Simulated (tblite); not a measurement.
# C7H8O2Si: the cost of one run

The runs use tblite 0.8.0 and PySCF 2.14.0, with density-fitted response routines of our own; the level of theory stands in each step. All values are computed, except where a source is named. Atoms count from 0, in the outputs and in this text.

### Step 1. The starting structure

18 atoms, charge 0, multiplicity 1; geometry from: force field or distance geometry start.

Bonds of the start (Å): C0–C1 1.29, C1–C2 1.31, C2–C3 1.41, C3–C4 1.21, C4–Si5 1.86, Si5–C6 1.85, C2–C7 1.48, C7–O8 1.22, C7–O9 1.34, C0–H10 1.10, C0–H11 1.08, Si5–H12 1.49, Si5–H13 1.49, C6–H14 1.09, C6–H15 1.10, C6–H16 1.09, O9–H17 0.98.

### Step 2. Relaxing the molecule with GFN2-xTB

Job settings and geometry (Å):

```
{"job": {"kind": "relax", "xc": "GFN2-xTB", "basis": "xTB"}, "charge": 0, "multiplicity": 1}
C     -3.692300     0.696300     1.236600
C     -2.715200     0.391500     0.446000
C     -1.709800     0.070000    -0.327200
C     -0.414200     0.089300     0.229500
C      0.686100     0.087600     0.727200
Si     2.401200     0.095200     1.449400
C      3.694800    -0.366600     0.204500
C     -1.972900    -0.265200    -1.742100
O     -3.060800    -0.301200    -2.299300
O     -0.862600    -0.572000    -2.427400
H     -4.720400     0.708200     0.858500
H     -3.530700     0.950000     2.278500
H      2.457100    -0.851200     2.603500
H      2.714700     1.445400     1.987500
H      3.696600     0.336100    -0.633300
H      4.690200    -0.359100     0.667600
H      3.517200    -1.370600    -0.185500
H     -1.187600    -0.777300    -3.332300
```

Command:

```console
$ OMP_NUM_THREADS=1 python probes_run.py task.json out
```

One launch serves the whole session: the jobs run in the order shown.

**Question.** How long does this first job take on 1 thread of Arm Neoverse N1, shared host?

About 1.7 s.
